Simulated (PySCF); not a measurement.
# H4O4Pr (Pr(OH)4-): the cost of one run

Program: PySCF 2.14.0. Level of theory: several levels, as the steps say, no spin–orbit coupling. These are calculated values, not measurements.

1 further run of the same task is left out (for a known fault of the program).

## (1) The starting structure

9 atoms, charge -1, spin multiplicity 1.

Bond lengths: Pr1–O2 2.206 Å, Pr1–O4 2.206 Å, Pr1–O6 2.206 Å, Pr1–O8 2.206 Å, O2–H3 0.955 Å, O4–H5 0.955 Å, O6–H7 0.955 Å, O8–H9 0.955 Å. Angles: O2–Pr1–O4 109.4°, O2–Pr1–O6 109.5°, O2–Pr1–O8 109.5°, O4–Pr1–O6 109.5°, O4–Pr1–O8 109.5°, O6–Pr1–O8 109.4°, Pr1–O2–H3 176.5°, Pr1–O4–H5 176.5°, Pr1–O6–H7 176.5°, Pr1–O8–H9 176.5°.

As a file:

```xyz
9

Pr    0.0000    0.0000    0.0000
O     1.4009    1.1309    1.2743
H     1.9779    1.6683    1.8129
O    -1.4009   -1.1309    1.2743
H    -1.9779   -1.6683    1.8129
O     1.1309   -1.4009   -1.2743
H     1.6683   -1.9779   -1.8129
O    -1.1309    1.4009   -1.2743
H    -1.6683    1.9779   -1.8129
```

Formal oxidation states: Pr +3. Each metal's 2 4f electrons lie in its core potential, so multiplicities, spins and levels count the valence alone. An earlier session relaxed this geometry at PBE0, Pr lcecp-1-SVP with ECP48, O def2-SVP, H def2-SVP (singlet, point group D2).

At PBE0 on the finer grid: E = -335.869189 Eh, HOMO -2.35 eV, LUMO 3.84 eV, Mulliken charge on Pr1 +0.87 e, largest force component 0.005 eV/Å. 

Levels to run: BP86; B3LYP; PBE0, TZVP. Hardware: 2 threads of Arm Neoverse V1, shared host.

## (2) BP86

The input, run.py (the lines that set the calculation):

```python
mol = gto.M(atom='''
Pr     0.00000     0.00000     0.00000
O      1.40093     1.13088     1.27426
H      1.97785     1.66835     1.81289
O     -1.40093    -1.13088     1.27426
H     -1.97785    -1.66835     1.81289
O      1.13088    -1.40093    -1.27426
H      1.66835    -1.97785    -1.81289
O     -1.13088     1.40093    -1.27426
H     -1.66835     1.97785    -1.81289''',
    basis={'Pr': 'lcecp-1-SVP', 'O': 'def2-SVP', 'H': 'def2-SVP'},
    ecp={'Pr': 'lcecp-1-SVP'},
    charge=-1, spin=0)
mf = dft.RKS(mol, xc='B88,P86')
mf.grids.atom_grid = (75, 302)  # f atoms: unpruned, at least (60, 302)
mf = mf.density_fit()  # fitting sets: Pr AutoAux, O def2-universal-JKFIT, H def2-universal-JKFIT
mf.conv_tol = 1e-08; mf.max_cycle = 55
mf.kernel(dm0)  # dm0: the density of the relaxed state
```

Launch:

```bash
OMP_NUM_THREADS=2 python run.py
```

**Question.** How long does this run take on 2 threads of Arm Neoverse V1, shared host?

About 6.6 s.
